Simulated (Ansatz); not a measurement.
# C2H5NOSe: one species, many methods

An exercise on one series of results from a longer session: the logs are not shown, and one member is left open.

The runs use Ansatz 0.2.0, Gaussian basis; functionals in def2-TZVPP, the program's frozen cores in correlated methods.

Levels to be run: PBE-D4, r2SCAN-D4, PBE0-D4, B3LYP-D4, ωB97X-V, ωB97M-V, B2PLYP; CCSD(T)/def2-TZVPP; MP2/def2-QZVPP; extrapolation to the limit.

## The relaxed structure

An earlier PBE0-D4 in a triple-zeta def2 set relaxation fixed the geometry.

SMILES `NCOC=[Se]`, 10 atoms, charge 0, spin multiplicity 1.

Atoms are counted from 1 here; the program's logs count them from 0.

Bond lengths: N1–C2 1.400 Å, N1–H6 1.010 Å, N1–H7 1.010 Å, C2–O3 1.469 Å, C2–H8 1.091 Å, C2–H9 1.091 Å, O3–C4 1.305 Å, C4–Se5 1.773 Å, C4–H10 1.090 Å. Angles: C2–N1–H6 113.5°, C2–N1–H7 113.5°, H6–N1–H7 110.1°, N1–C2–O3 111.0°, N1–C2–H8 111.7°, N1–C2–H9 111.7°, O3–C2–H8 106.6°, O3–C2–H9 106.6°, H8–C2–H9 108.9°, C2–O3–C4 118.9°, O3–C4–Se5 128.9°, O3–C4–H10 110.0°, Se5–C4–H10 121.1°.

Set-up of the first run:

File in.yaml:

```yaml
crystal:
  periodic: [false, false, false]
  atoms:
    - {symbol: N, position_ang: [-0.026963, 1.140346, 1.418291]}
    - {symbol: C, position_ang: [-0.238508, 0.590476, 0.148225]}
    - {symbol: O, position_ang: [0.391389, -0.731828, 0.036157]}
    - {symbol: C, position_ang: [0.289961, -1.384779, -1.089620]}
    - {symbol: Se, position_ang: [-0.531543, -0.904057, -2.585234]}
    - {symbol: H, position_ang: [0.945885, 1.315572, 1.623262]}
    - {symbol: H, position_ang: [-0.448133, 0.604737, 2.163201]}
    - {symbol: H, position_ang: [-1.300165, 0.449338, -0.059237]}
    - {symbol: H, position_ang: [0.194842, 1.210549, -0.637783]}
    - {symbol: H, position_ang: [0.806434, -2.341455, -1.014363]}
basis:
  gaussian: {orbitals: def2-TZVPP}
hamiltonian: {xc: pbe, dispersion: d4}
output: {forces: true, orbitals: {seedname: orbitals}}
```

Launch:

```console
$ ansatz run in.yaml --threads 4 --pin off --events-out ev --progress --plain --max-ram 10444MiB
```

Steps of the session up to this table: PBE-D4 (GGA); r2SCAN-D4 (meta-GGA); PBE0-D4 (hybrid); B3LYP-D4 (hybrid); ωB97X-V (range-separated); ωB97M-V (range-separated); B2PLYP (double hybrid); CCSD(T) in def2-TZVPP; MP2 in def2-QZVPP.

One table of the session follows, with a row left open; its other results are not shown here.

It belongs to the step «Atomisation energies». 

```
            method  atomisation energy (eV)
            PBE-D4                   39.794
         r2SCAN-D4                   38.420
           PBE0-D4                   38.510
          B3LYP-D4                   38.365
           ωB97X-V                   38.349
           ωB97M-V                   38.320
            B2PLYP                   37.911
     HF/def2-TZVPP                   25.279
    MP2/def2-TZVPP                   37.949
   CCSD/def2-TZVPP                   36.212
CCSD(T)/def2-TZVPP                        ?
           MP2/CBS                   39.184
       CCSD(T)/CBS                   38.310
```

Estimate the missing values for CCSD(T)/def2-TZVPP.

The run gave: atomisation energy (eV): 37.075. In the column «atomisation energy (eV)» it lies between CCSD/def2-TZVPP (36.212) and B2PLYP (37.911).

Limits of these values: Free atoms (1 N, 2 C, 1 O, 1 Se, 5 H) were run apart at each level; the atomisation energy is their sum less the molecule, without zero-point or spin-orbit terms.
